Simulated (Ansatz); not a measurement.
# AlGe (doublet): the correlation ladder, cc-pVTZ

The task here is to estimate one member of a computed series from the others.

Program: Ansatz 0.2.0, Gaussian basis. Level of theory: cc-pVTZ, core rule «outside noble gas», up to 19 orbitals frozen. These are calculated values, not measurements.

To be run: UHF; CCSD(T) on ROHF; CCSD(T) on UHF; BCCD(T) on ROHF; CISD; CCSDT(Q) on ROHF; CCSDT(Q) on UHF; CASSCF and MRCISD+Q, 7 electrons in 8 orbitals; CASSCF and NEVPT4(SD), 7 electrons in 8 orbitals; CASSCF and NEVPT2, 7 electrons in 8 orbitals.

14 further runs of the same task are left out: 1 for a mislabelled method, 7 that didn't finish, 6 set aside as unsound or not needed.

## The geometry

The geometry is a PBE0/def2-TZVP stationary point (not a proven minimum) of the parent state, kept for this charge and spin. No spin-orbit coupling is included. The filled d shell of Ge may be among the frozen orbitals whatever the setting's name suggests; the logs give the count.

2 atoms, charge 0, spin multiplicity 2.

Atoms are counted from 1 here; the program's logs count them from 0.

Bond lengths: Ge1–Al2 2.467 Å.

Geometry (Å):

```xyz
2
AlGe
Ge    0.0000    0.0000    0.0000
Al    0.0000    0.0000    2.4669
```

Set-up of the first run:

in.yaml reads:

```yaml
crystal:
  periodic: [false, false, false]
  atoms:
    - {symbol: Ge, position_ang: [0.000000, 0.000000, 0.000000]}
    - {symbol: Al, position_ang: [0.000000, 0.000000, 2.466944]}
basis:
  gaussian: {orbitals: cc-pVTZ}
magnetization: {spin_polarized: true, initial_magnetization: 1}
hamiltonian: {xc: hf}
output: {orbitals: {seedname: orbitals}}
```

On the command line:

```sh
$ ansatz run in.yaml --threads 1 --pin off --events-out ev --progress --plain --max-ram 2393MiB
```

Among the steps run: UHF; CCSD(T) on ROHF; CCSD(T) on UHF; BCCD(T) on ROHF; CISD; CCSDT(Q) on ROHF; CCSDT(Q) on UHF; CASSCF and MRCISD+Q, 7 electrons in 8 orbitals; CASSCF and NEVPT4(SD), 7 electrons in 8 orbitals; CASSCF and NEVPT2, 7 electrons in 8 orbitals.

One table of the session follows, with a row left open; its other results are not shown here.

```
            method  from RCCSDT(Q) (meV)
               UHF               +3471.9
              RMP2               +1226.2
              UMP2                +655.4
              CISD                +708.3
             RCCSD                +546.0
             UCCSD                -142.7
          RCCSD(T)                +168.8
          UCCSD(T)                -370.3
           BCCD(T)                +179.0
            RCCSDT                 +79.8
            UCCSDT                -621.4
         RCCSDT(Q)                     0
         UCCSDT(Q)                -777.5
    CASSCF valence               +2891.4
    NEVPT2 valence                +720.2
NEVPT4(SD) valence                +157.4
    MRCISD valence                +298.9
  MRCISD+Q valence                     ?
```

**Question.** Estimate the row for MRCISD+Q valence.

**Answer.** from RCCSDT(Q) (meV): +93.6. In the column «from RCCSDT(Q) (meV)» it lies between RCCSDT (+79.8) and NEVPT4(SD) valence (+157.4).

Left out of the table: ROHF (another determinant or state than the rows shown).

Limits of these values: The determinant is far from a pure spin state, so its energy mixes those of several spin states (harmless only where they are near-degenerate, as at dissociation). The report flags that the cluster equations may have other roots. The program flags UCCSD(T), RCCSDT(Q), UCCSDT(Q) as in doubt, so the zero of the table is itself unsure. Warnings: spin contamination; coupled cluster took another determinant than the lowest; large T1 diagnostic. Restricted and unrestricted rows rest on different reference determinants; where their highest levels disagree by more than a few hundredths of an eV, they describe different states and don't form one ladder.
